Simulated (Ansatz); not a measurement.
**H5NOSSi: one species, many methods**

The task here is to estimate one member of a computed series from the others.

Method: functionals in def2-TZVPP, the program's frozen cores in correlated methods; program: Ansatz 0.2.0, Gaussian basis.

Plan: LDA (SPW92), PBE-D4, revPBE-D4, BLYP-D4, r2SCAN-D4, B97M-V, PBE0-D4, B3LYP-D4, r2SCANh-D4, r2SCAN0-D4, HSE06-D4, BHLYP-D4, CAM-B3LYP-D4, LC-ωPBE, ωB97X-V, ωB97M-V, B2PLYP, PBE-QIDH; CCSD(T)/def2-SVP; CCSD(T)/def2-TZVPP; MP2/def2-QZVPP; extrapolation to the limit; RPA on PBE.

## Structure used throughout

All runs share one geometry, relaxed beforehand with PBE0-D4 in a triple-zeta def2 set.

SMILES `N[SiH](O)S`, 9 atoms, charge 0, spin multiplicity 1.

Atoms are counted from 1 here; the program's logs count them from 0.

Bond lengths: N1–Si2 1.696 Å, N1–H5 1.007 Å, N1–H6 1.007 Å, Si2–O3 1.644 Å, Si2–S4 2.137 Å, Si2–H7 1.483 Å, O3–H8 0.959 Å, S4–H9 1.344 Å. Angles: Si2–N1–H5 120.6°, Si2–N1–H6 120.9°, H5–N1–H6 112.1°, N1–Si2–O3 112.5°, N1–Si2–S4 110.0°, N1–Si2–H7 106.9°, O3–Si2–S4 105.1°, O3–Si2–H7 110.7°, S4–Si2–H7 111.7°, Si2–O3–H8 117.6°, Si2–S4–H9 94.0°.

Set-up of the first run:

File in.yaml:

```yaml
crystal:
  periodic: [false, false, false]
  atoms:
    - {symbol: N, position_ang: [-0.393010, 0.535022, -1.267667]}
    - {symbol: Si, position_ang: [0.340143, -0.084498, 0.130100]}
    - {symbol: O, position_ang: [0.626685, -1.700255, 0.026324]}
    - {symbol: S, position_ang: [-0.967405, 0.144035, 1.805214]}
    - {symbol: H, position_ang: [0.158277, 0.759381, -2.080155]}
    - {symbol: H, position_ang: [-1.339440, 0.288762, -1.507868]}
    - {symbol: H, position_ang: [1.608409, 0.661215, 0.319458]}
    - {symbol: H, position_ang: [0.997220, -2.136602, 0.795562]}
    - {symbol: H, position_ang: [-0.942379, 1.486640, 1.761832]}
basis:
  gaussian: {orbitals: def2-TZVPP}
hamiltonian: {xc: lda}
output: {orbitals: {seedname: orbitals}}
```

The run is started by

```
> ansatz run in.yaml --threads 2 --pin off --events-out ev --progress --plain --max-ram 4352MiB
```

Among the steps run: LDA; PBE-D4 (GGA); revPBE-D4 (GGA); BLYP-D4 (GGA); r2SCAN-D4 (meta-GGA); B97M-V (meta-GGA); PBE0-D4 (hybrid); B3LYP-D4 (hybrid); r2SCANh-D4 (hybrid); r2SCAN0-D4 (hybrid); HSE06-D4 (hybrid); BHLYP-D4 (hybrid); CAM-B3LYP-D4 (range-separated); LC-ωPBE (range-separated); ωB97X-V (range-separated); ωB97M-V (range-separated); B2PLYP (double hybrid); PBE-QIDH (double hybrid).

One of the session's tables, all rows but one given; the rest of the session is left out.

It belongs to the step «Frontier levels by functional». 

| functional | HOMO (eV) | LUMO (eV) | gap (eV) |
| --- | --- | --- | --- |
| LDA (SPW92) | -6.24 | -0.60 | 5.64 |
| PBE-D4 | ? | ? | ? |
| revPBE-D4 | -6.07 | -0.36 | 5.71 |
| BLYP-D4 | -5.96 | -0.41 | 5.55 |
| r2SCAN-D4 | -6.42 | -0.01 | 6.41 |
| B97M-V | -6.52 | -0.24 | 6.29 |
| PBE0-D4 | -7.39 | 0.47 | 7.86 |
| B3LYP-D4 | -7.13 | 0.15 | 7.29 |
| r2SCANh-D4 | -6.88 | 0.31 | 7.19 |
| r2SCAN0-D4 | -7.58 | 0.77 | 8.35 |
| HSE06-D4 | -6.99 | 0.10 | 7.08 |
| BHLYP-D4 | -8.50 | 1.24 | 9.74 |
| CAM-B3LYP-D4 | -8.72 | 1.38 | 10.10 |
| LC-ωPBE | -10.15 | 2.68 | 12.83 |
| ωB97X-V | -9.78 | 2.49 | 12.27 |
| ωB97M-V | -9.61 | 2.12 | 11.73 |

Q: Estimate the row for PBE-D4 from the others.

**Answer.** HOMO (eV): -6.12; LUMO (eV): -0.44; gap (eV): 5.68. In the column «HOMO (eV)» it lies between LDA (SPW92) (-6.24) and revPBE-D4 (-6.07).
